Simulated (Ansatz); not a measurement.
# MnCu2: the cost of one run

Computed with Ansatz 0.2.0 (DFT PBE, scalar-relativistic, plane waves, PAW, unless a step's input says otherwise).

## (1) The structure to begin with

It takes space group P6/mmm (No. 191, hexagonal). Conventional cell: a = 2.415 Å, b = 2.415 Å, c = 4.998 Å, α = 90.00°, β = 90.00°, γ = 120.00°. Around Mn (site symmetry 6/mmm) lie 2 Cu at 1.51 Å. Cu (site symmetry 6mm) has 1 Mn at 1.51 Å as nearest neighbours.

As a file:

```cif
data_structure
_symmetry_space_group_name_H-M 'P6/mmm'
_symmetry_Int_Tables_number 191
_cell_length_a 2.4148
_cell_length_b 2.4148
_cell_length_c 4.9984
_cell_angle_alpha 90.000
_cell_angle_beta 90.000
_cell_angle_gamma 120.000
_cell_volume 25.24
loop_
_atom_site_label
_atom_site_type_symbol
_atom_site_symmetry_multiplicity
_atom_site_Wyckoff_symbol
_atom_site_fract_x
_atom_site_fract_y
_atom_site_fract_z
_atom_site_occupancy
Mn1 Mn 1 b 0.00000 0.00000 0.50000 1
Cu1 Cu 2 e 0.00000 0.00000 0.19862 1
```

The cell is invented: random cell by space group and Wyckoff sites (P6/mmm, No. 191). The dimensions are guesses.

## (2) A first look at the guess

The input, input.yaml:

```yaml
crystal:
  lattice:
    - [2.41480359, 0.0, 0.0]
    - [-1.20740179, 2.09128125, 0.0]
    - [0.0, 0.0, 4.99844616]
  atoms:
    - { symbol: Mn, position: [0.0, 0.0, 0.5], spin: 4.0 }
    - { symbol: Cu, position: [0.0, 0.0, 0.19862475] }
    - { symbol: Cu, position: [0.0, 0.0, 0.80137525] }
basis:
  ecutwfc: 420
kpoints:
  mp_grid: { grid: [12, 12, 4] }
hamiltonian:
  xc: pbe
scf:
  occupations: { method: gaussian, width: 0.1 }
  lower_state_search: "off"
output:
  forces: true
  stress: true
  eigenvalues: true
  populations: true
magnetization:
  spin_polarized: true
```

Started as:

```console
$ ansatz run input.yaml --threads 1 --pin off --max-ram 2560MiB --backend cpu --events-out ev --progress --plain --runs-dir out
```

**Question.** How long does this run take on 1 thread of Intel Xeon at 2.70GHz, shared host, and how much memory does it need?

About 19 s, with a peak of 0.4 GiB.
